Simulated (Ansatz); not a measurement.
# AlB2P3: a trial structure relaxed

The task: take a trial cell of AlB2P3 to zero force and stress.

Computed with Ansatz 0.2.0 (DFT PBE, scalar-relativistic, plane waves, PAW, unless a step's input says otherwise).

## 1. The starting structure

Symmetry: P4mm, No. 99, tetragonal system. Conventional cell: a = 3.200 Å, b = 3.200 Å, c = 9.235 Å, α = 90.00°, β = 90.00°, γ = 90.00°. Al (site symmetry 4mm) is surrounded by 4 P at 2.68 Å and 5 B at 2.76 to 3.05 Å. Around B (site symmetry 4mm) lie 4 Al at 2.76 Å and 4 P at 2.78 Å. Around B (site symmetry 4mm) lie 9 P at 2.77 to 2.99 Å and 1 Al at 3.05 Å. Around P (site symmetry 4mm) lie 4 P at 2.65 Å and 5 B at 2.77 to 3.00 Å. Around P (site symmetry 4mm) lie 4 Al at 2.68 Å. P (site symmetry 4mm) has 4 P at 2.65 Å and 5 B at 2.78 to 2.99 Å in its first shell of neighbours.

Coordinates:

```
CELL_PARAMETERS angstrom
3.19958 0.00000 0.00000
0.00000 3.19958 0.00000
0.00000 0.00000 9.23500
ATOMIC_POSITIONS crystal
Al 0.50000 0.50000 0.17134
B 0.00000 0.00000 0.99994
B 0.50000 0.50000 0.50158
P 0.00000 0.00000 0.67469
P 0.00000 0.00000 0.32747
P 0.50000 0.50000 0.82498
```

Recipe of the guess: species swapped into a database cell of MnAl2Cr3 (P4mm, No. 99), with Al on the Mn sites, B on the Al sites and P on the Cr sites. The dimensions are guesses.

## 2. Probe: one point on a coarse mesh

input.yaml

```yaml
crystal:
  lattice:
    - [3.19957892, 0.0, 0.0]
    - [0.0, 3.19957892, 0.0]
    - [0.0, 0.0, 9.23499967]
  atoms:
    - { symbol: Al, position: [0.5, 0.5, 0.17133546] }
    - { symbol: B, position: [0.0, 0.0, 0.99994326] }
    - { symbol: B, position: [0.5, 0.5, 0.5015775] }
    - { symbol: P, position: [0.0, 0.0, 0.67469239] }
    - { symbol: P, position: [0.0, 0.0, 0.32746965] }
    - { symbol: P, position: [0.5, 0.5, 0.82498175] }
basis:
  ecutwfc: 420
kpoints:
  mp_grid: { grid: [6, 6, 2] }
hamiltonian:
  xc: pbe
scf:
  occupations: { method: gaussian, width: 0.1 }
  lower_state_search: "off"
output:
  forces: true
  stress: true
  eigenvalues: true
```

The run is started by

```console
ansatz run input.yaml --threads 1 --pin off --max-ram 2560MiB --backend cpu --events-out ev --progress --plain --runs-dir out
```

The session goes on with these runs: a loose first relaxation; full relaxation.

Before running it: what results should come out? Wanted: conventional cell; volume; energy over the elements, black P; gap on the mesh.

The runs gave:

| quantity | value |
| --- | --- |
| symmetry at the end (tolerance 0.05 Å) | space group P4mm (No. 99) |
| conventional cell | a = 2.821 Å, b = 2.821 Å, c = 11.177 Å, α = 90.00°, β = 90.00°, γ = 90.00° |
| volume | 14.82 Å³/atom |
| energy over the elements, black P | +0.55 eV/atom |
| gap on the mesh | none (metal) |

What this shows: The space group P4mm (No. 99) is kept, and the volume per atom shrinks by 5.9 % from the first guess. The formation energy is positive, so the separate elements lie lower. No finished test with a distortion of lower symmetry is shown, so the end may be a saddle point.
